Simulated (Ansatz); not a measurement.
**SiGePH (triplet): wave-function methods side by side at a displaced geometry (v2), cc-pVDZ**

An exercise on one series of results from a longer session: the logs are not shown, and one member is left open.

Method: cc-pVDZ, core rule «outside noble gas», up to 24 orbitals frozen; program: Ansatz 0.2.0, Gaussian basis.

To be run: UHF; CCSD(T) on ROHF; BCCD(T) on ROHF; CISD; CCSDT(Q) on ROHF; CCSDT(Q) on UHF.

40 further runs of the same task are left out: 31 that didn't finish, 9 set aside as unsound or not needed.

## The geometry

The geometry is a PBE0/def2-TZVP stationary point (not a proven minimum) with its atoms shifted at random (size 0.100 Å). No spin-orbit coupling is included. The filled d shell of Ge may be among the frozen orbitals whatever the setting's name suggests; the logs give the count.

4 atoms, charge 0, spin multiplicity 3.

Atoms are counted from 1 here; the program's logs count them from 0.

Bond lengths: Ge1–P2 2.181 Å, Ge1–H4 1.524 Å, P2–Si3 2.112 Å. Angles: P2–Ge1–H4 118.4°, Ge1–P2–Si3 125.0°.

The first run:

File in.yaml:

```yaml
crystal:
  periodic: [false, false, false]
  atoms:
    - {symbol: Ge, position_ang: [0.057198, -0.168464, 1.259789]}
    - {symbol: P, position_ang: [-0.107676, 0.709238, -0.730239]}
    - {symbol: Si, position_ang: [-0.031056, -0.373837, -2.541488]}
    - {symbol: H, position_ang: [0.052053, 0.762805, 2.466558]}
basis:
  gaussian: {orbitals: cc-pVDZ}
magnetization: {spin_polarized: true, initial_magnetization: 2}
hamiltonian: {xc: hf}
output: {orbitals: {seedname: orbitals}}
```

Run with:

```console
> ansatz run in.yaml --threads 1 --pin off --events-out ev --progress --plain --max-ram 2393MiB
```

Among the steps run: UHF; CCSD(T) on ROHF; BCCD(T) on ROHF; CISD; CCSDT(Q) on ROHF; CCSDT(Q) on UHF.

One of the session's tables, all rows but one given; the rest of the session is left out.

```
   method  from RCCSDT(Q) (meV)
     ROHF                     ?
     RMP2               +1634.9
     CISD               +1676.9
    RCCSD                +573.0
 RCCSD(T)                +106.5
  BCCD(T)                +103.7
   RCCSDT                 +48.6
RCCSDT(Q)                     0
```

Q: Estimate the row for ROHF from the others.

The run gave: from RCCSDT(Q) (meV): +8760.0. In the column «from RCCSDT(Q) (meV)» it is the highest.

Not comparable, so not listed: CCSDT(Q) on UHF (they don't share determinant, frozen orbitals or solution with the rows shown, or repeat one).
